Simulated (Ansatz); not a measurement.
# Al (Aluminum): the cost of one run

Program: Ansatz 0.2.0. Level of theory: DFT PBEsol, scalar-relativistic, plane waves, PAW. These are calculated values, not measurements.

1 further run of the same task is left out (set aside as unsound or not needed).

## Step 1: The structure to begin with

It takes space group Fm-3m (No. 225, cubic). Conventional cell: a = 4.016 Å, b = 4.016 Å, c = 4.016 Å, α = 90.00°, β = 90.00°, γ = 90.00°. Al (site symmetry m-3m) is surrounded by 12 Al at 2.84 Å.

As a file:

```
Al
1.0
     0.00000    2.00779    2.00779
     2.00779    0.00000    2.00779
     2.00779    2.00779    0.00000
Al
1
Direct
  0.00000 0.00000 0.00000
```

It is the result of an earlier relaxation at this level (volume 16.19 Å³/atom; gap on the mesh: none (metal)).

## Step 2: The bulk in the cell of the plane

Input file input.yaml:

```yaml
crystal:
  lattice:
    - [2.8394492336, 0.0, 0.0]
    - [-1.4197246168, 2.459035169, 0.0]
    - [1.4197246168, 0.8196783897, 2.3184005909]
  atoms:
    - { symbol: Al, position: [0.0, 0.0, 0.0] }
basis:
  ecutwfc: 420
kpoints:
  mp_grid: { grid: [12, 12, 15] }
hamiltonian:
  xc: pbesol
scf:
  occupations: { method: gaussian, width: 0.1 }
output:
  forces: true
  stress: true
  eigenvalues: true
  write_density: true
  write_potential: true
  elf: true
  volumetric_format: npy
```

The run is started by

```
$ ansatz run input.yaml --threads 1 --pin off --max-ram 2560MiB --backend cpu --events-out ev --progress --plain --runs-dir out
```

What time and memory should one allow on 1 thread of Arm Neoverse V1, shared host?

About 4.7 s, with a peak of 0.34 GiB.
